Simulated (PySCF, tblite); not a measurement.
**C₂H₉FSi₄: geometry, infrared bands and NMR shifts**

Wanted: the infrared bands and NMR shifts of C₂H₉FSi₄ (`C=C[Si]1(F)[SiH2][SiH2][SiH2]1`), by calculation.

The runs use tblite 0.8.0 and PySCF 2.14.0, with density-fitted response routines of our own; the level of theory stands in each step. All values are computed, except where a source is named. Atoms count from 0, in the outputs and in this text.

## (1) Starting geometry

16 atoms, charge 0, multiplicity 1; geometry from: force field or distance geometry start.

Bonds of the start (Å): C0–C1 1.32, C1–Si2 1.82, Si2–F3 1.61, Si2–Si4 2.27, Si4–Si5 2.29, Si5–Si6 2.28, Si6–Si2 2.27, C0–H7 1.09, C0–H8 1.09, C1–H9 1.10, Si4–H10 1.49, Si4–H11 1.49, Si5–H12 1.48, Si5–H13 1.50, Si6–H14 1.48, Si6–H15 1.51.

## (2) Optimising the geometry with GFN2-xTB

What the job is given:

```
{"job": {"kind": "relax", "xc": "GFN2-xTB", "basis": "xTB"}, "charge": 0, "multiplicity": 1}
C     -3.209400     0.420100     0.050100
C     -1.993100     0.165900     0.504000
Si    -0.450700     0.144900    -0.463200
F     -0.768900     0.505200    -2.004200
Si     1.259400     1.358600     0.408100
Si     2.623500    -0.286100    -0.419200
Si     0.840900    -1.699600    -0.217900
H     -4.071400     0.412200     0.720000
H     -3.404200     0.655700    -0.992800
H     -1.868800    -0.068400     1.573100
H      1.487000     2.704000    -0.199500
H      1.251300     1.389100     1.893200
H      3.027600    -0.055600    -1.820700
H      3.781900    -0.621700     0.466700
H      0.740700    -2.721900    -1.287100
H      0.746400    -2.293600     1.163600
```

Launch:

```
> OMP_NUM_THREADS=1 python probes_run.py task.json out
```

The driver reads the jobs from task.json and runs them one after another.

**Question.** This job is followed by: GFN2-xTB harmonic vibrations, gas phase; GIAO PBE0/pcSseg-1 NMR shielding, non-relativistic, gas phase. Predict these results of the whole session: strongest single infrared mode (GFN2-xTB); zero-point energy (GFN2-xTB); 13C shifts against TMS (PBE0/pcSseg-1); 1H shifts against TMS (PBE0/pcSseg-1, means over atoms taken as alike); 29Si shifts against TMS (PBE0/pcSseg-1, means over atoms taken as alike); 19F shifts against CFCl3 (PBE0/pcSseg-1); surface potential, 1st and 99th percentile.

As calculated:

| quantity | value |
| --- | --- |
| strongest single infrared mode (GFN2-xTB) | 2182 cm⁻¹, 651 km/mol |
| zero-point energy (GFN2-xTB) | 58.2 kcal/mol |
| 13C shifts against TMS (PBE0/pcSseg-1) | 142.2, 142.1 ppm |
| 1H shifts against TMS (PBE0/pcSseg-1, means over atoms taken as alike) | 6.56, 6.41, 6.23, 4.42, 4.12, 3.93, 3.85 ppm |
| 29Si shifts against TMS (PBE0/pcSseg-1, means over atoms taken as alike) | 63.5, -82.3, -116.3 ppm |
| 19F shifts against CFCl3 (PBE0/pcSseg-1) | -229.5 ppm |
| surface potential, 1st and 99th percentile | -1.07 V and 1.64 V |

In words: Relaxing lowered the energy by 0.606 eV in 85 steps; the close pair that moved most is Si2–Si6, from 2.265 to 2.362 Å. All 42 modes are real, so the xTB geometry is a minimum. The strongest single mode, at 2182 cm⁻¹, moves mainly H12. GFN2-xTB is a fitted tight-binding method: band positions and strengths are rough. Its intensities can rank the bands wrongly. The most deshielded carbon is C1 (alkene CH), at 142.2 ppm: an sp2 carbon of a C=C bond. At PBE0/pcSseg-1: Shielding is most anisotropic at C0 (span 254 ppm, paramagnetic term -207 ppm). By nearest atom (PBE0/pcSseg-1), the HOMO sits on Si2, Si4, Si6 about 17 % each; C0 11 % and the LUMO on Si2 19 %; Si4, Si5, Si6 about 11 % each.
